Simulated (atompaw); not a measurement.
# Lu: generating and testing a PAW (atompaw) potential

Task: generate the file, and judge it by its logarithmic derivatives, its ghosts and its cutoff.

Program: atompaw 4.2.0.5. Reference atom: PBE, scalar-relativistic, spherical and spin-unpolarised. All values are calculated.

## Step 1: The design

The settings as typed:

```
element                 : lutetium (Lu, Z = 71)
type                    : PAW
frozen core             : [Kr] 4d10
valence charge          : 25
reference configuration : 4f14 5s2 5p6 5d1 6s2 6p0
partial waves           : 5s (bound): rc 1.55 bohr; 6s (bound): rc 3.00 bohr; 5p (bound): rc 1.95 bohr; 6p (bound, empty): rc 2.10 bohr; 5d (bound): rc 3.00 bohr; 5d channel at 0.4 Ry: rc 3.00 bohr; 4f (bound): rc 1.15 bohr; 4f channel at 1.95 Ry: rc 1.15 bohr
local potential         : bessel scheme, radius 2.20 bohr
core correction         : smooth core density matched at 2.65 bohr
augmentation charge     : sinc compensation charge, radius 2.80 bohr; PAW radius 3.00 bohr; waves and projectors: custom rrkj gramschmidtortho
```

The nodes and maxima of the atom's own shells, from an earlier all-electron run, set the scale for the radii.

All-electron outer shells of the reference configuration (PBE, scalar-relativistic, ld1.x):

```csv
shell,level (eV),outermost node (bohr),outermost maximum (bohr)
4p,-358.18,0.25,0.47
4d,-191.92,0.23,0.48
5s,-61.06,0.57,1.04
5p,-31.66,0.61,1.19
4f,-9.62,–,0.47
6s,-4.66,1.41,3.08
5d,-1.75,0.68,1.84
6p,-1.34,1.73,4.26
```

## Step 2: Generation

Contents of Lu.input:

```
Lu 71
GGA-PBE scalarrelativistic loggrid 2001 logderivrange -6 5 276
6 6 5 4 0 0
6 1 0
5 2 1
0 0 0
c
c
c
c
v
v
c
c
c
v
v
c
c
v
v
3
3.00 2.80 2.20 2.65
n
n
y
0.4
n
y
1.95
n
custom rrkj gramschmidtortho sinc
bessel
1.55
3.00
1.95
2.10
3.00
3.00
1.15
1.15
PWSCFOUT
UPFDX 0.0125d0 UPFXMIN -7.d0 UPFZMESH 71.d0
END
```

Launch:

```bash
$ atompaw < Lu.input > Lu.log
```

**Question.** What will these runs give? Wanted: cutoffs for 10 and 1 mRy, occupied levels; bound ghosts; largest phase difference near zero energy, channels read; lowest eigenvalue of the overlap; share of valence orbitals outside the PAW sphere; UPF file.

The runs gave:

| quantity | value |
| --- | --- |
| cutoffs for 10 and 1 mRy, occupied levels | 160 Ry and 230 Ry |
| bound ghosts | none found |
| largest phase difference near zero energy, channels read | 0.025 rad |
| lowest eigenvalue of the overlap (Bessel basis) | 0.132 (p) |
| share of valence orbitals outside the PAW sphere | 5s 0 %, 6s 65 %, 5p 1 %, 6p 91 %, 5d 38 %, 4f 0 % |
| UPF file | written |

In words: By its cutoff, 160 Ry for the looser tolerance, it is very hard. The slowest occupied level is 4f: taken alone it needs 160 Ry to come within 1 mRy, against 25 Ry for 5s. The Bessel-basis test finds no level below the valence levels. Near zero energy the phases of the channels with partial waves agree within 0.025 rad.
